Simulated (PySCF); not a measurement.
# C₄N₄OS₄V (-2): ligand-field states

What do calculations give for the ligand-field states of C₄N₄OS₄V (-2) (`[O]=[V-2]([N]=C=S)([N]=C=S)([N]=C=S)[N]=C=S`)?

Computed with PySCF 2.14.0 and routines of our own; the level stands in each step. Atoms count from 0.

## 1. The starting structure

14 atoms, charge -2, states of the metal's open shell are computed; geometry from: GFN2-xTB.

## 2. Ligand-field states: state-averaged CASSCF in acetonitrile

The job: settings as JSON, then the geometry in Å.

```
{"job": {"kind": "lf", "basis": {"metal": "x2c-TZVPall", "ligand": "x2c-SVPall"}, "nevpt": true, "tol": 5, "solvent": "acetonitrile"}, "charge": -2, "metal": "V", "open_shell": "d1"}
V      0.000000     0.000000     0.000000
O      1.539138     0.001506     0.007278
N     -0.526873     1.832307    -0.001822
C     -0.710690     2.991391    -0.001751
S     -1.001044     4.549472    -0.001740
N     -0.527096    -0.001795     1.832281
C     -0.711054    -0.001925     2.991342
S     -1.001597    -0.002030     4.549388
N     -0.526504    -1.835898    -0.001821
C     -0.710088    -2.995019    -0.001974
S     -1.000128    -4.553158    -0.002114
N     -0.526281    -0.001796    -1.835924
C     -0.709724    -0.001703    -2.995067
S     -0.999576    -0.001656    -4.553242
```

With the program's defaults for keys left out, this is: state-averaged CASSCF of the metal d shell, SC-NEVPT2 on the averaged canonical orbitals, state-interaction spin-orbit coupling.

On the command line:

```sh
OMP_NUM_THREADS=1 python lf_run.py task.json out
```

This one command runs all jobs of the session in turn.

The program printed:

```text
basis functions 246, electrons 149, active (1e, 5o)
stage 1: DIIS on the effective Fock matrix, level shift 0.30
cycle   1  E = -2985.4818325390  dE = -2.985e+03  max|g| = 5.627e-01
cycle   2  E = -2983.6837985925  dE =  1.798e+00  max|g| = 1.669e+00
cycle   3  E = -2984.7214378342  dE = -1.038e+00  max|g| = 9.315e-01
cycle   4  E = -2986.1222434487  dE = -1.401e+00  max|g| = 3.981e-01
cycle   5  E = -2986.3526831111  dE = -2.304e-01  max|g| = 6.128e-02
cycle   6  E = -2986.3640238342  dE = -1.134e-02  max|g| = 4.621e-02
cycle   7  E = -2986.3678999603  dE = -3.876e-03  max|g| = 2.822e-02
cycle   8  E = -2986.3690523573  dE = -1.152e-03  max|g| = 2.120e-02
cycle   9  E = -2986.3692879607  dE = -2.356e-04  max|g| = 2.618e-02
cycle  10  E = -2986.3694500469  dE = -1.621e-04  max|g| = 2.024e-02
cycle  11  E = -2986.3694832308  dE = -3.318e-05  max|g| = 2.372e-02
cycle  12  E = -2986.3695184940  dE = -3.526e-05  max|g| = 2.238e-02
cycle  13  E = -2986.3695049256  dE =  1.357e-05  max|g| = 2.357e-02
cycle  14  E = -2986.3694752834  dE =  2.964e-05  max|g| = 2.532e-02
cycle  15  E = -2986.3694215261  dE =  5.376e-05  max|g| = 2.782e-02
cycle  16  E = -2986.3693032069  dE =  1.183e-04  max|g| = 2.951e-02
cycle  17  E = -2986.3689894057  dE =  3.138e-04  max|g| = 3.817e-02
cycle  18  E = -2986.3683520495  dE =  6.374e-04  max|g| = 5.167e-02
cycle  19  E = -2986.3665899087  dE =  1.762e-03  max|g| = 8.009e-02
stage 2: quasi-Newton rotations from the point of smallest gradient
cycle  21  E = -2986.3696677145  dE = -2.177e-04  max|g| = 4.261e-03
cycle  22  E = -2986.3697001955  dE = -3.248e-05  max|g| = 3.399e-03
cycle  23  E = -2986.3697117662  dE = -1.157e-05  max|g| = 1.935e-03
cycle  24  E = -2986.3697146558  dE = -2.890e-06  max|g| = 4.874e-04
cycle  25  E = -2986.3697154253  dE = -7.695e-07  max|g| = 2.285e-04
cycle  26  E = -2986.3697156479  dE = -2.225e-07  max|g| = 8.435e-05
cycle  27  E = -2986.3697156670  dE = -1.915e-08  max|g| = 3.860e-05
cycle  28  E = -2986.3697156703  dE = -3.277e-09  max|g| = 1.745e-05
cycle  29  E = -2986.3697156709  dE = -6.439e-10  max|g| = 4.828e-06
converged average energy = -2986.3697156709

 mult deg   label        CASSCF/cm-1   NEVPT2/cm-1
   2   1   2D                  0.0           0.0
   2   1   2D              15286.4       20462.5
   2   1   2D              15286.8       20462.9
   2   1   2D              23044.8       26893.7
   2   1   2D              29258.3       30924.1

spin-orbit levels / cm-1
      0.00  x2  2D 1.00
  20359.98  x2  2D 0.50 2D 0.50
  20564.80  x2  2D 0.50 2D 0.50
  26900.34  x2  2D 1.00
  30929.44  x2  2D 1.00
```

Run time: 34 s. Hardware: 1 thread of AMD EPYC 9R45, shared host; peak memory 0.81 GiB.

Warnings kept with the result: strongly covalent, metal-shell active space is small for this complex.

Key values:

```
             quantity     value
spin-orbit constant ζ  175 cm⁻¹
```

Powder susceptibility:

```
T (K)  χT (cm³ K/mol)  μ(eff)
    2           0.367    1.71
    5           0.367    1.71
   10           0.367    1.71
   20           0.367    1.71
   30           0.367    1.71
   50           0.368    1.72
   75           0.369    1.72
  100           0.369    1.72
  150           0.371    1.72
  200           0.372    1.73
  250           0.373    1.73
  300           0.375    1.73
```

Orbitals, density, ELF and potential are computed afterwards from the orbital file.

The spin density lies nearest to V0 88 %.

## 3. Ligand-field states: state-averaged CASSCF (shift 0) in acetonitrile

The job, as its differences from that of step 2:

```diff
@@ -1,2 +1,2 @@
-{"job": {"kind": "lf", "basis": {"metal": "x2c-TZVPall", "ligand": "x2c-SVPall"}, "nevpt": true, "tol": 5, "solvent": "acetonitrile"}, "charge": -2, "metal": "V", "open_shell": "d1"}
+{"job": {"kind": "lf", "basis": {"metal": "x2c-TZVPall", "ligand": "x2c-SVPall"}, "nevpt": true, "tol": 5, "solvent": "acetonitrile", "shift": 0}, "charge": -2, "metal": "V", "open_shell": "d1"}
 V      0.000000     0.000000     0.000000
```

Method: state-averaged CASSCF of the metal d shell, SC-NEVPT2 on the averaged canonical orbitals, state-interaction spin-orbit coupling.

The program printed:

```text
basis functions 246, electrons 149, active (1e, 5o)
stage 1: DIIS on the effective Fock matrix, level shift 0.00
cycle   1  E = -2985.4818325390  dE = -2.985e+03  max|g| = 5.627e-01
cycle   2  E = -2980.4968263067  dE =  4.985e+00  max|g| = 2.957e+00
cycle   3  E = -2980.9878185765  dE = -4.910e-01  max|g| = 1.896e+00
cycle   4  E = -2985.4088840633  dE = -4.421e+00  max|g| = 1.360e+00
cycle   5  E = -2986.1625404225  dE = -7.537e-01  max|g| = 4.455e-01
cycle   6  E = -2985.8581836299  dE =  3.044e-01  max|g| = 9.763e-01
cycle   7  E = -2985.7270180703  dE =  1.312e-01  max|g| = 8.734e-01
cycle   8  E = -2985.6384789899  dE =  8.854e-02  max|g| = 7.713e-01
cycle   9  E = -2985.6391224758  dE = -6.435e-04  max|g| = 7.893e-01
cycle  10  E = -2985.7171844699  dE = -7.806e-02  max|g| = 8.650e-01
cycle  11  E = -2985.8168209327  dE = -9.964e-02  max|g| = 8.027e-01
cycle  12  E = -2985.9036081407  dE = -8.679e-02  max|g| = 5.402e-01
cycle  13  E = -2985.7944598003  dE =  1.091e-01  max|g| = 4.779e-01
cycle  14  E = -2985.7745411951  dE =  1.992e-02  max|g| = 4.525e-01
cycle  15  E = -2985.7746299299  dE = -8.873e-05  max|g| = 4.663e-01
cycle  16  E = -2985.7954008616  dE = -2.077e-02  max|g| = 3.720e-01
cycle  17  E = -2985.7400494026  dE =  5.535e-02  max|g| = 2.053e-01
cycle  18  E = -2985.7649352964  dE = -2.489e-02  max|g| = 1.515e-01
cycle  19  E = -2985.7874838602  dE = -2.255e-02  max|g| = 1.601e-01
stage 2: quasi-Newton rotations from the point of smallest gradient
cycle  21  E = -2985.8561207592  dE = -9.119e-02  max|g| = 2.865e-01
cycle  22  E = -2985.9165702181  dE = -6.045e-02  max|g| = 2.640e-01
cycle  24  E = -2986.1325715486  dE = -2.160e-01  max|g| = 2.929e-01
cycle  25  E = -2986.2658997887  dE = -1.333e-01  max|g| = 2.207e-01
cycle  27  E = -2986.3447646854  dE = -7.886e-02  max|g| = 7.035e-02
cycle  28  E = -2986.3595035665  dE = -1.474e-02  max|g| = 8.894e-02
cycle  29  E = -2986.3669507642  dE = -7.447e-03  max|g| = 5.609e-02
cycle  30  E = -2986.3690725462  dE = -2.122e-03  max|g| = 1.359e-02
cycle  31  E = -2986.3696035665  dE = -5.310e-04  max|g| = 7.081e-03
cycle  32  E = -2986.3696980052  dE = -9.444e-05  max|g| = 1.688e-03
cycle  33  E = -2986.3697123993  dE = -1.439e-05  max|g| = 8.697e-04
cycle  34  E = -2986.3697151857  dE = -2.786e-06  max|g| = 2.872e-04
cycle  35  E = -2986.3697155796  dE = -3.939e-07  max|g| = 1.701e-04
cycle  36  E = -2986.3697156458  dE = -6.620e-08  max|g| = 8.025e-05
cycle  37  E = -2986.3697156662  dE = -2.040e-08  max|g| = 3.741e-05
cycle  38  E = -2986.3697156698  dE = -3.611e-09  max|g| = 1.652e-05
cycle  39  E = -2986.3697156707  dE = -9.086e-10  max|g| = 7.539e-06
converged average energy = -2986.3697156707

 mult deg   label        CASSCF/cm-1   NEVPT2/cm-1
   2   1   2D                  0.0           0.0
   2   1   2D              15286.4       20461.2
   2   1   2D              15286.8       20461.6
   2   1   2D              23044.8       26893.8
   2   1   2D              29258.7       30924.6

spin-orbit levels / cm-1
      0.00  x2  2D 1.00
  20358.66  x2  2D 0.50 2D 0.50
  20563.48  x2  2D 0.50 2D 0.50
  26900.42  x2  2D 1.00
  30929.87  x2  2D 1.00
```

It took 41 s on 1 thread of AMD EPYC 9R45, shared host; peak memory 0.89 GiB.

Warnings kept with the result: strongly covalent, metal-shell active space is small for this complex.

In short:

```
             quantity     value
spin-orbit constant ζ  175 cm⁻¹
```

Powder susceptibility:

```
T (K)  χT (cm³ K/mol)  μ(eff)
    2           0.367    1.71
   20           0.367    1.71
  100           0.369    1.72
  300           0.375    1.73
```

## 4. Ligand field across the series

From the NEVPT2 states (cm⁻¹; the spread is that of the fitted one-electron ligand-field levels):

```
step   setting  ground state   next state  orbital spread    ζ  μ(eff), 300 K
   2  as given            2D  2D at 20462           30924  175           1.73
   3   shift 0            2D  2D at 20461           30925  175           1.73
```

## 5. Summary of results

```
                                                                 quantity       value
    spin-orbit constant ζ (step 2, state-averaged CASSCF in acetonitrile)    175 cm⁻¹
ground multiplicity, μ(eff) at 300 K (step 2, 5 donors at 1.54 to 1.91 Å)  2, 1.73 μB
ground multiplicity, μ(eff) at 300 K (step 3, 5 donors at 1.54 to 1.91 Å)  2, 1.73 μB
```

In step 2, χT goes from 0.37 at 2 K to 0.37 cm³ K/mol at 300 K: nearly flat, so one level governs the whole range. The geometry comes from tight binding, which is rough for metal atoms, and these values hang on it. The bonding is strongly covalent, and an active space of the metal's shell alone is small for it, so these values are rough.
